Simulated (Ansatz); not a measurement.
# CrSeTe: the cell at several levels of theory

How does the equilibrium cell of CrSeTe as a Janus 2H monolayer depend on the functional? It is relaxed with PBE, r2SCAN, PBEsol, LDA and HSE06. This is a trial cell built on a prototype, not taken from a measured structure, and it needn't be the compound's ground state.

Program: Ansatz 0.2.0. PAW datasets, plane waves, zero pressure. All values are calculated for a non-magnetic cell, which may be hypothetical.

## (1) The cell

In-plane lattice: a = 3.561 Å, b = 3.561 Å, γ = 120.0°; thickness between the outer nuclei 3.48 Å. Near Cr stand 3 Se at 2.69 Å and 3 Te at 2.69 Å; near Se stand 3 Cr at 2.69 Å; near Te stand 3 Cr at 2.69 Å.

Structure file:

```
Cr Se Te
1.0
     3.56052    0.00000    0.00000
    -1.78026    3.08350    0.00000
     0.00000    0.00000   18.00000
Cr Se Te
1 1 1
Direct
  0.33333 0.66667 0.50000
  0.66667 0.33333 0.59657
  0.66667 0.33333 0.40343
```
Two periodic directions, a and b.

## (2) PBE: cell and atoms

Input file input.yaml:

```yaml
crystal:
  lattice:
    - [3.560521835, 0.0, 0.0]
    - [-1.7802609175, 3.0835023598, 0.0]
    - [0.0, 0.0, 18.0]
  atoms:
    - { symbol: Cr, position: [0.3333333333, 0.6666666667, 0.5] }
    - { symbol: Se, position: [0.6666666667, 0.3333333333, 0.5965670839] }
    - { symbol: Te, position: [0.6666666667, 0.3333333333, 0.4034329161] }
  periodic: [true, true, false]
kpoints:
  mp_grid: { grid: [12, 12, 1] }
hamiltonian:
  xc: pbe
scf:
  occupations: { method: fermi_dirac, width: 0.02 }
relax:
  f_tol: 0.005
  cell: {}
```

On the command line:

```sh
> ansatz run input.yaml --threads 4 --pin off --max-ram 5529MiB --backend cpu --events-out ev --progress --plain --runs-dir out
```

Further steps of the session: r2SCAN: cell and atoms; PBEsol: cell and atoms; LDA: cell and atoms; HSE06: cell and atoms.

What does the calculation give? Wanted: for each run, a; area; SCF geometries.

**Answer**, as computed:

```
 level  a (Å)  area (Å²/atom)  SCF geometries
   PBE  3.351           3.242               8
r2SCAN  3.352           3.243               6
PBEsol  3.289           3.123               6
   LDA  3.261           3.069               6
 HSE06  3.296           3.136               6
```

From the start to the first minimum the area moved by -11.4 %. The area spreads over 5.6 % between the levels. LDA's area lies 5.3 % below PBE's. The meshes differ: PBE 12×12×1, r2SCAN 12×12×1, PBEsol 12×12×1, LDA 12×12×1, HSE06 6×6×1.
